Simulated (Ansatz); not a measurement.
**C3F5N: harmonic frequencies at the relaxed geometry**

At which frequencies does C3F5N vibrate? The task is harmonic frequencies at the relaxed geometry, for C3F5N. SMILES: N#CC(F)(F)C(F)(F)F.

Computed with Ansatz 0.2.0, driven from Python. Level of theory: B3LYP/6-31G*.

## (1) The system

Bond lengths: N1–C2 1.163 Å, C2–C3 1.463 Å, C3–F4 1.365 Å, C3–F5 1.365 Å, C3–C6 1.519 Å, C6–F7 1.356 Å, C6–F8 1.357 Å, C6–F9 1.356 Å. Angles: N1–C2–C3 179.9°, C2–C3–F4 109.4°, C2–C3–F5 109.4°, C2–C3–C6 110.4°, F4–C3–F5 105.9°, F4–C3–C6 110.9°, F5–C3–C6 110.9°, C3–C6–F7 112.2°, C3–C6–F8 111.6°, C3–C6–F9 112.2°, F7–C6–F8 106.7°, F7–C6–F9 107.0°, F8–C6–F9 106.7°.

The script holds or builds the structure itself.

## (2) The script

The input, freq.py:

```python
# -*- coding: utf-8 -*-
import itertools

import ansatz
from ase.data import atomic_numbers, covalent_radii
import numpy as np
from rdkit import Chem
from rdkit.Chem import AllChem


def main():
    rd = Chem.AddHs(Chem.MolFromSmiles("N#CC(F)(F)C(F)(F)F"))
    AllChem.EmbedMolecule(rd, randomSeed=194)
    AllChem.UFFOptimizeMolecule(rd)
    system = ansatz.Crystal.molecule()
    for atom, xyz in zip(rd.GetAtoms(), rd.GetConformer().GetPositions()):
        system = system.atom(atom.GetSymbol(), xyz.round(5).tolist())

    calculation = (
        system.calculation()
        .basis(gaussian="6-31G*")
        .functional("b3lyp")
    )
    symbols = [site.symbol for site in system.cartesian_sites]
    start = np.array([site.position_ang for site in system.cartesian_sites], dtype=float)
    summary = calculation.relax(force_tolerance=0.003, max_steps=100).run().report
    end = np.array(summary["positions_ang"])

    radius = [covalent_radii[atomic_numbers[s]] for s in symbols]
    span = lambda where, i, j: np.linalg.norm(where[i] - where[j])
    bonded = [(i, j) for i, j in itertools.combinations(range(len(symbols)), 2) if min(span(start, i, j), span(end, i, j)) < 1.2 * (radius[i] + radius[j])]
    print("pair        before    after (A)")
    for i, j in bonded:
        print(f"{symbols[i]}{i}-{symbols[j]}{j}".ljust(10), f"{span(start, i, j):8.4f} {span(end, i, j):8.4f}")

    minimum = ansatz.Crystal.molecule()
    for symbol, place in zip(symbols, end):
        minimum = minimum.atom(symbol, place.tolist())
    vibrating = (
        minimum.calculation()
        .basis(gaussian="6-31G*")
        .functional("b3lyp")
        .phonons(temperatures=(100, 500, 100))
    )
    vib = vibrating.run().report["vibrations"]
    sums = vib["harmonic_sums"]
    modes = [m["omega_inv_cm"] for m in sums["modes_at_gamma"] if m["rigid_motion"] == "no"]
    print("frequencies (1/cm):", " ".join(f"{w:.0f}" for w in modes))
    print("imaginary modes:", sum(w < 0 for w in modes), " zero-point energy:", round(sums["zero_point_energy_ev"], 4), "eV")
    print("T (K)   F_vib (eV)   S_vib (meV/K)   C_vib (meV/K)")
    for row in zip(sums["temperatures_k"], sums["vibrational_free_energy_ev"], vib["entropy_ev_per_k"], vib["heat_capacity_ev_per_k"]):
        print(f"{row[0]:6.1f} {row[1]:11.4f} {1000 * row[2]:13.4f} {1000 * row[3]:15.4f}")


if __name__ == "__main__":
    main()
```

## (3) The calls as engine input

The package turns the script's settings into the engine's input (first run):

```yaml
crystal:
  periodic: [false, false, false]
  atoms:
    - { symbol: "N", position_ang: [2.26386, -0.4552, -1.29445] }
    - { symbol: C, position_ang: [1.42202, -0.05067, -0.61103] }
    - { symbol: C, position_ang: [0.35408, 0.4628, 0.25619] }
    - { symbol: F, position_ang: [0.11704, 1.78816, -0.06115] }
    - { symbol: F, position_ang: [0.76934, 0.3843, 1.57334] }
    - { symbol: C, position_ang: [-0.93132, -0.34671, 0.07389] }
    - { symbol: F, position_ang: [-0.71173, -1.67416, 0.39993] }
    - { symbol: F, position_ang: [-1.91777, 0.15858, 0.90156] }
    - { symbol: F, position_ang: [-1.36552, -0.2671, -1.23828] }
basis:
  gaussian:
    orbitals: "6-31G*"
hamiltonian:
  xc: b3lyp
relax:
  f_tol: 0.003
  max_steps: 100
```

## (4) Running it

On the command line:

```bash
$ python freq.py
```

Q: Predict the main results. Wanted: moves of the relaxation of run 1; energy gained in run 1; last largest force component of run 1; highest frequency; imaginary modes; zero-point energy.

The runs gave:

| quantity | value |
| --- | --- |
| runs compared | 2 |
| moves of the relaxation of run 1 | 6 |
| energy gained in run 1 | 0.205 eV |
| last largest force component of run 1 | 0.0005 eV/Å |
| highest frequency | 2392 cm⁻¹ |
| imaginary modes | 0 |
| zero-point energy | 0.955 eV |

In words: Run 1: The relaxation took 6 moves; the largest shift is 0.049 Å. All frequencies are real, so the geometry is a minimum. The values are harmonic; measured fundamentals also hold anharmonic shifts, mostly downward for stretches. Notes:
- The frequencies are harmonic and unscaled, in a modest basis.
- b3lyp holds the VWN-RPA fit, as in Gaussian; the form of ORCA and Turbomole is b3lyp5.
- The result belongs to the one conformer reached from this start, and soft torsions count as harmonic oscillators.
